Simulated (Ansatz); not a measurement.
**C₂H₇ClInNS: a ladder of functionals and wavefunction methods**

The task here is to estimate one member of a computed series from the others.

Program: Ansatz 0.2.0, Gaussian basis. Level of theory: functionals in def2-TZVPP, the program's frozen cores in correlated methods. These are calculated values, not measurements.

Levels to be run: PBE-D4, r2SCAN-D4, PBE0-D4, B3LYP-D4, ωB97X-V, ωB97M-V, B2PLYP; CCSD(T)/def2-TZVPP; MP2/def2-QZVPP; extrapolation to the limit.

### The geometry

An earlier PBE0-D4 in a triple-zeta def2 set relaxation fixed the geometry. In takes the def2 core potential; no spin-orbit term is included.

SMILES `C[N](C)[In]([SH])[Cl]`, 13 atoms, charge 0, spin multiplicity 1.

Atoms are counted from 1 here; the program's logs count them from 0.

Bond lengths: C1–N2 1.439 Å, C1–H7 1.100 Å, C1–H8 1.093 Å, C1–H9 1.100 Å, N2–C3 1.440 Å, N2–In4 1.991 Å, C3–H10 1.100 Å, C3–H11 1.100 Å, C3–H12 1.092 Å, In4–S5 2.364 Å, In4–Cl6 2.328 Å, S5–H13 1.344 Å. Angles: N2–C1–H7 111.5°, N2–C1–H8 111.4°, N2–C1–H9 111.6°, H7–C1–H8 107.4°, H7–C1–H9 107.2°, H8–C1–H9 107.4°, C1–N2–C3 113.9°, C1–N2–In4 123.2°, C3–N2–In4 122.9°, N2–C3–H10 111.4°, N2–C3–H11 111.4°, N2–C3–H12 111.1°, H10–C3–H11 107.3°, H10–C3–H12 107.7°, H11–C3–H12 107.7°, N2–In4–S5 125.1°, N2–In4–Cl6 115.7°, S5–In4–Cl6 119.2° and more.

Set-up of the first run:

The input, in.yaml:

```yaml
crystal:
  periodic: [false, false, false]
  atoms:
    - {symbol: C, position_ang: [0.054450, 0.925322, -1.349172]}
    - {symbol: N, position_ang: [-0.100610, -0.123802, -0.376053]}
    - {symbol: C, position_ang: [-0.569630, -1.367487, -0.929806]}
    - {symbol: In, position_ang: [0.296311, 0.118199, 1.559686]}
    - {symbol: S, position_ang: [1.064911, 2.122350, 2.550790]}
    - {symbol: Cl, position_ang: [-0.039526, -1.754351, 2.901046]}
    - {symbol: H, position_ang: [0.776417, 0.647407, -2.131427]}
    - {symbol: H, position_ang: [0.411806, 1.848871, -0.887029]}
    - {symbol: H, position_ang: [-0.897105, 1.154799, -1.851516]}
    - {symbol: H, position_ang: [0.122707, -1.754449, -1.692052]}
    - {symbol: H, position_ang: [-1.551591, -1.248045, -1.411157]}
    - {symbol: H, position_ang: [-0.670215, -2.129858, -0.154664]}
    - {symbol: H, position_ang: [1.102066, 1.561055, 3.771365]}
basis:
  gaussian: {orbitals: def2-TZVPP}
hamiltonian: {xc: pbe, dispersion: d4}
output: {forces: true, orbitals: {seedname: orbitals}}
```

Run with:

```bash
> ansatz run in.yaml --threads 2 --pin off --events-out ev --progress --plain --max-ram 32768MiB --backend cuda --devices 0, --max-vram 18GiB
```

Steps of the session up to this table: PBE-D4 (GGA); r2SCAN-D4 (meta-GGA); PBE0-D4 (hybrid); B3LYP-D4 (hybrid); ωB97X-V (range-separated); ωB97M-V (range-separated); B2PLYP (double hybrid); CCSD(T) in def2-TZVPP; MP2 in def2-QZVPP.

One of the session's tables, all rows but one given; the rest of the session is left out.

```
            method  atomisation energy (eV)
            PBE-D4                   46.361
         r2SCAN-D4                   45.559
           PBE0-D4                   45.634
          B3LYP-D4                   45.295
           ωB97X-V                   45.793
           ωB97M-V                   45.718
            B2PLYP                        ?
     HF/def2-TZVPP                   32.318
    MP2/def2-TZVPP                   44.891
   CCSD/def2-TZVPP                   43.525
CCSD(T)/def2-TZVPP                   44.304
           MP2/CBS                   46.249
       CCSD(T)/CBS                   45.662
```

Q: Estimate the row for B2PLYP from the others.

The run gave: atomisation energy (eV): 44.802. In the column «atomisation energy (eV)» it lies between CCSD(T)/def2-TZVPP (44.304) and MP2/def2-TZVPP (44.891).

To keep in mind: Free atoms (2 C, 1 N, 1 In, 1 S, 1 Cl, 7 H) were run apart at each level; the atomisation energy is their sum less the molecule, without zero-point or spin-orbit terms.
